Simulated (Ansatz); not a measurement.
Ca, space group I4/mmm, a test of the smearing width

Program: Ansatz's Python interface.

The cells in order, each with its output:

In [1]:
```python
import warnings

import ansatz as az
from tabulate import tabulate

warnings.simplefilter("ignore", az.DeckWarning)
```

In [2]:
```python
lattice = az.Lattice.of(
    (-2.205205, 2.205205, 2.196115),
    (2.205205, -2.205205, 2.196115),
    (2.205205, 2.205205, -2.196115),
)
sites = [
    ("Ca", (0.5, 0.5, 0.0)),
]
crystal = az.Crystal(lattice=lattice)
for symbol, position in sites:
    crystal = crystal.atom(symbol, position)
```

In [3]:
```python
[site.symbol for site in crystal.resolved().sites]
```
Out [3]:
```text
['Ca']
```

In [4]:
```python
calculation = crystal.calculation().kpoints(7).functional("pbesol")
```

In [5]:
```python
rows = []
for value in [0.3, 0.2, 0.1, 0.05]:
    rep = calculation.occupations("fermi_dirac", width=value).run().report
    rows.append((value, rep["free_energy_ev"] / len(rep["lattice"]["sites"]), rep["n_iterations"], rep["n_kpoints"]))
```

In [6]:
```python
print(tabulate(rows, headers=["width (eV)", "F/atom (eV)", "iterations", "k-points"], floatfmt=".4f", tablefmt="github"))

# differences from the last row
for row in rows[:-1]:
    shift = 1000 * (row[1] - rows[-1][1])
    print(f"{row[0]}: {shift:+.2f} meV/atom" + ("  (within 1 meV)" if abs(shift) < 1 else ""))
```
```text
|   width (eV) |   F/atom (eV) |   iterations |   k-points |
|--------------|---------------|--------------|------------|
|       0.3000 |    -1793.9067 |            6 |         40 |
|       0.2000 |    -1793.8029 |            6 |         40 |
|       0.1000 |    -1793.7375 |            6 |         40 |
|       0.0500 |    -1793.7179 |            6 |         40 |
0.3: -188.75 meV/atom
0.2: -85.01 meV/atom
0.1: -19.55 meV/atom
```

Going from 0.05 to 0.3 eV changes F by -188.7 meV an atom. With this scheme F falls roughly as the square of the width; the report's estimate for zero width (energy_sigma0_ev) moves by only -13.0 meV.

The mesh is modest for a metal, so energies can be off by several to tens of meV an atom and pressures by half a GPa or more; differences at equal mesh fare better. Within a few hundredths of an angstrom the cell has the higher group Im-3m; the lower one is a small distortion. The smearing is wide enough that free energy and stress hold a thermal part of the electrons. The narrowest width needs the finest mesh, so the last row is no converged reference. This isn't the structure that Ca takes at ambient conditions. Wall time of the script: 4 s on 1 thread of Arm Neoverse V1 (shared host), peak memory 0.32 GiB.

(Lines on the test bed's own set-up are left out of the output.)
